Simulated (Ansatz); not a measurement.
# Al32H: the cost of one run

All numbers below are computed with Ansatz 0.2.0 (DFT PBE+D3(BJ), plane waves, PAW, scalar-relativistic, no spin polarisation).

1 further run of the same task is left out (it didn't finish).

## 1. The system as given

The cell holds 33 atoms (Al32H): a = 8.100 Å, b = 8.100 Å, c = 8.100 Å, α = 90.00°, β = 90.00°, γ = 90.00°.

The coordinates stand in the first input below.

## 2. Relaxing the start

Contents of input.yaml:

```yaml
accuracy: low
crystal:
  lattice:
    - [8.1, 0.0, 0.0]
    - [0.0, 8.1, 0.0]
    - [0.0, 0.0, 8.1]
  atoms:
    - { symbol: Al, position: [0.5, 0.0, 0.0] }
    - { symbol: Al, position: [0.75, 0.25, 0.0] }
    - { symbol: Al, position: [0.75, 0.0, 0.25] }
    - { symbol: Al, position: [0.0, 0.0, 0.0] }
    - { symbol: Al, position: [0.25, 0.25, 0.0] }
    - { symbol: Al, position: [0.5, 0.5, 0.0] }
    - { symbol: Al, position: [0.75, 0.75, 0.0] }
    - { symbol: Al, position: [0.25, 0.0, 0.25] }
    - { symbol: Al, position: [0.5, 0.25, 0.25] }
    - { symbol: Al, position: [0.75, 0.5, 0.25] }
    - { symbol: Al, position: [0.5, 0.0, 0.5] }
    - { symbol: Al, position: [0.75, 0.25, 0.5] }
    - { symbol: Al, position: [0.75, 0.0, 0.75] }
    - { symbol: Al, position: [0.0, 0.5, 0.0] }
    - { symbol: Al, position: [0.25, 0.75, 0.0] }
    - { symbol: Al, position: [0.0, 0.25, 0.25] }
    - { symbol: Al, position: [0.25, 0.5, 0.25] }
    - { symbol: Al, position: [0.5, 0.75, 0.25] }
    - { symbol: Al, position: [0.0, 0.0, 0.5] }
    - { symbol: Al, position: [0.25, 0.25, 0.5] }
    - { symbol: Al, position: [0.5, 0.5, 0.5] }
    - { symbol: Al, position: [0.75, 0.75, 0.5] }
    - { symbol: Al, position: [0.25, 0.0, 0.75] }
    - { symbol: Al, position: [0.5, 0.25, 0.75] }
    - { symbol: Al, position: [0.75, 0.5, 0.75] }
    - { symbol: Al, position: [0.0, 0.75, 0.25] }
    - { symbol: Al, position: [0.0, 0.5, 0.5] }
    - { symbol: Al, position: [0.25, 0.75, 0.5] }
    - { symbol: Al, position: [0.0, 0.25, 0.75] }
    - { symbol: Al, position: [0.25, 0.5, 0.75] }
    - { symbol: Al, position: [0.5, 0.75, 0.75] }
    - { symbol: Al, position: [0.0, 0.75, 0.75] }
    - { symbol: H, position: [0.6330173, 0.6243423, 0.3699823] }
basis:
  ecutwfc: 420.0
kpoints:
  mp_grid: { grid: [2, 2, 2] }
hamiltonian:
  xc: pbe
  dispersion: d3bj
scf:
  occupations: { method: fermi_dirac, width: 0.1 }
  lower_state_search: "off"
relax:
  f_tol: 0.08
  max_steps: 25
  adjacent_minimum: "off"
```

Run with:

```console
> ansatz run input.yaml --threads 2 --pin off --max-ram 5120MiB --backend cpu --events-out ev --progress --plain --runs-dir out
```

What time and memory should one allow on 2 threads of Arm Neoverse V1, shared host?

About 29 s, with a peak of 0.98 GiB.
